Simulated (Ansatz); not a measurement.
# EuMn2Sb2: the cost of one run

Method: DFT PBEsol, scalar-relativistic, plane waves, PAW, in Ansatz 0.2.0.

2 further runs of the same task are left out: 2 set aside as unsound or not needed. Runs told in other sessions of the task aren't counted.

### 1 Starting point

The cell holds 19 atoms (Eu3Mn8Sb8): a = 7.516 Å, b = 8.439 Å, c = 8.439 Å, α = 120.00°, β = 90.00°, γ = 90.00°.

The coordinates of this cell stand in the input of its own run.

The host was relaxed before at PBEsol: a = 4.220 Å, b = 4.220 Å, c = 7.516 Å, α = 90.00°, β = 90.00°, γ = 120.00° (conventional cell), 23.180 Å³/atom.

Places, in fractions of the supercell: a vacancy on Eu at (0.000, 0.500, 0.000). The start keeps the symmetry of the ideal site.

### 2 The perfect crystal in the supercell of 20 atoms

File input.yaml:

```yaml
crystal:
  lattice:
    - [0.0, 0.0, 7.5163460145]
    - [4.2196405107, -7.3086317436, 0.0]
    - [4.2196405015, 7.3086317489, 0.0]
  atoms:
    - { symbol: Eu, position: [0.0, 0.5, 0.0], spin: 7.35 }
    - { symbol: Eu, position: [0.0, 0.0, 0.0], spin: 7.35 }
    - { symbol: Eu, position: [0.0, 0.5, 0.5], spin: 7.35 }
    - { symbol: Eu, position: [0.0, 0.0, 0.5], spin: 7.35 }
    - { symbol: Mn, position: [0.6088259618, 0.3333333333, 0.1666666667], spin: 3.16 }
    - { symbol: Mn, position: [0.6088259618, 0.8333333333, 0.1666666667], spin: 3.16 }
    - { symbol: Mn, position: [0.6088259618, 0.3333333333, 0.6666666667], spin: 3.16 }
    - { symbol: Mn, position: [0.6088259618, 0.8333333333, 0.6666666667], spin: 3.16 }
    - { symbol: Mn, position: [0.3911740382, 0.6666666667, 0.3333333333], spin: 3.16 }
    - { symbol: Mn, position: [0.3911740382, 0.1666666667, 0.3333333333], spin: 3.16 }
    - { symbol: Mn, position: [0.3911740382, 0.6666666667, 0.8333333333], spin: 3.16 }
    - { symbol: Mn, position: [0.3911740382, 0.1666666667, 0.8333333333], spin: 3.16 }
    - { symbol: Sb, position: [0.2660490272, 0.3333333333, 0.1666666667] }
    - { symbol: Sb, position: [0.2660490272, 0.8333333333, 0.1666666667] }
    - { symbol: Sb, position: [0.2660490272, 0.3333333333, 0.6666666667] }
    - { symbol: Sb, position: [0.2660490272, 0.8333333333, 0.6666666667] }
    - { symbol: Sb, position: [0.7339509728, 0.6666666667, 0.3333333333] }
    - { symbol: Sb, position: [0.7339509728, 0.1666666667, 0.3333333333] }
    - { symbol: Sb, position: [0.7339509728, 0.6666666667, 0.8333333333] }
    - { symbol: Sb, position: [0.7339509728, 0.1666666667, 0.8333333333] }
basis:
  ecutwfc: 420
  xc_grid: 2
kpoints:
  mp_grid: { grid: [3, 3, 3], shift: [0.0, 0.0, 0.0] }
hamiltonian:
  xc: pbesol
scf:
  occupations: { method: gaussian, width: 0.05 }
  lower_state_search: "off"
output:
  forces: true
  stress: true
  eigenvalues: true
  populations: true
  hubbard: { sites: [{ species: Eu, l: f }] }
magnetization:
  spin_polarized: true
```

On the command line:

```bash
$ ansatz run input.yaml --threads 8 --pin off --max-ram 14336MiB --backend cpu --events-out ev --progress --plain --runs-dir out
```

**Question.** How long does this run take on 8 threads of Arm Neoverse V2, shared host, and how much memory does it need?

About 33 s, with a peak of 3.6 GiB.
